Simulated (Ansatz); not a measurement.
What does this script print? It uses Ansatz 0.2.0, Python API.

`ch7asn2_methods.py`:
```python
"""CH7AsN2 at several levels of theory."""

from pathlib import Path

import ansatz as az
from ase import Atoms
import numpy as np


def main() -> None:
    atoms = Atoms(["C", "As", "N", "N", "H", "H", "H", "H", "H", "H", "H"], positions=[
        (-0.751, 1.1463, 0.1446),
        (1.0415, 0.4775, 0.123),
        (0.636, -0.8436, 1.4303),
        (0.7959, -0.7001, -1.3365),
        (-0.942, 1.8363, -0.7705),
        (-0.9557, 1.8047, 1.0528),
        (-1.5159, 0.3704, 0.108),
        (1.5014, -1.5063, 1.4196),
        (-0.182, -1.3566, 1.2023),
        (0.6577, -0.1227, -2.1708),
        (-0.2204, -1.163, -1.1823),
    ])
    mol = az.Crystal.molecule_from_ase(atoms)

    model = mol.calculation().basis(gaussian="def2-SVP")

    print("functional    E (Ha)        dipole (D)   HOMO (eV)  LUMO (eV)")
    for name in ["hse06", "lc_wpbe", "blyp", "revpbe"]:
        summary = model.functional(name).forces().orbitals().run(threads=1, runs_dir="runs").report
        lines = Path(summary["orbitals_path"]).read_text().splitlines()
        field_of = lambda key: [line.split("=")[1].strip() for line in lines if line.startswith(key)]
        orbitals = [(27.211386 * float(e), s, float(n)) for e, s, n in zip(field_of("Ene="), field_of("Spin="), field_of("Occup="))]
        homo = max(e for e, _, n in orbitals if n > 0.5)
        lumo = min(e for e, _, n in orbitals if n < 0.5)
        dipole = 4.803205 * np.linalg.norm(summary["charge_distribution"]["dipole_moment_e_ang"])
        print(f"{name:10s} {summary['free_energy_ev'] / 27.211386246:14.6f} {dipole:9.3f} {homo:11.3f} {lumo:10.3f}")


if __name__ == "__main__":
    main()
```

Output of `python ch7asn2_methods.py`:
```text
functional    E (Ha)        dipole (D)   HOMO (eV)  LUMO (eV)
hse06        -2386.834400     1.944      -6.685      0.215
lc_wpbe      -2386.900131     2.034      -9.834      2.914
blyp         -2387.263233     1.710      -5.377     -0.178
revpbe       -2387.068031     1.810      -5.517     -0.203
```

Caveats:
- Total energies depend on the basis set; only differences at equal settings carry meaning.
- The geometry is a force-field or estimated start, not a minimum of this method, and the basis set is short of its limit. A lower total doesn't mark the better method: functionals have no common bound, and MP2 and coupled cluster aren't variational.
- Levels such as HOMO and LUMO are orbital energies: with these approximate functionals they aren't the ionisation energy and electron affinity, and their gap isn't the fundamental gap.
- hse06 follows the composition of plane-wave codes, whose totals differ by tens of mHa, up to about 0.1 Ha, from the form usual in Gaussian-basis programs (wpbeh).
- The whole script took 16 s on 1 thread of Arm Neoverse V2, with other jobs on the host, peak memory 0.32 GiB.
